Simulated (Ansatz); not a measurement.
Crystal: GdO.

```
CELL_PARAMETERS angstrom
3.11330 0.00000 0.00000
-1.55665 2.69620 0.00000
0.00000 0.00000 3.03843
ATOMIC_POSITIONS crystal
Gd 0.00000 0.00000 0.00000
O 0.66667 0.33333 0.50000
```

The cell comes from a database or a generator and needn't be the stable form of this composition.

| Property | Result |
| --- | --- |
| Program | Ansatz 0.2.0 |
| Task | relaxation of cell and atoms |
| Functional | HSE06 |
| Potentials or basis | Ansatz PAW |
| Cutoff | 420 eV (not typed: the program's choice for these potentials) |
| k mesh | 5 × 5 × 5 |
| Occupations | fermi-dirac, width 0.05 eV |
| Spin | collinear spin, ferromagnetic start |
| Starting moments | [7.0, 0.0] μB |

At the start: volume 12.75 Å³/atom.

Q: Where does the relaxation end?

A: It ends after 9 steps and the volume is 15.27 Å³/atom (+19.8 %); space group P-6m2 (No. 187, to 0.05 Å); moment 7.98 μB per cell.

Step by step:
```csv
step,energy change (eV),largest force (eV/Å),volume (Å³)
1,0.0000,0.0000,25.50
2,-0.4017,0.0000,29.12
3,-0.4137,0.0000,30.13
4,-0.4199,0.0000,30.24
5,-0.4201,0.0000,30.19
6,-0.4494,0.0000,30.19
7,-0.4505,0.0000,30.50
8,-0.4504,0.0000,30.54
9,-0.4511,0.0000,30.54
```

Final structure:
```yaml
crystal:
  lattice:
    - [3.31613, 0.00000, 0.00000]
    - [-1.65807, 2.87185, 0.00000]
    - [0.00000, 0.00000, 3.20707]
  atoms:
    - { symbol: Gd, position: [0.00000, 0.00000, 0.00000] }
    - { symbol: O, position: [0.66667, 0.33333, 0.50000] }
```

Caveat: the k mesh is coarse (spacing up to 0.47 Å⁻¹), so the values aren't converged, least of all with exact exchange; the magnetic or orbital state may not be the lowest; the electronic state changed during the relaxation; the volume moved by over 15 % at a fixed basis, so the end points are rough; the plane-wave basis is chosen anew once the cell has moved, so the energies of steps on either side of that aren't comparable; the pressure holds a Pulay correction of +0.3 GPa for the finite cutoff; a cell with one magnetic atom can't hold antiferromagnetic order, which such compounds often take; the PAW data sets come from PBE, with cores solved anew for the run's functional, which leaves a small shift of forces and pressure.
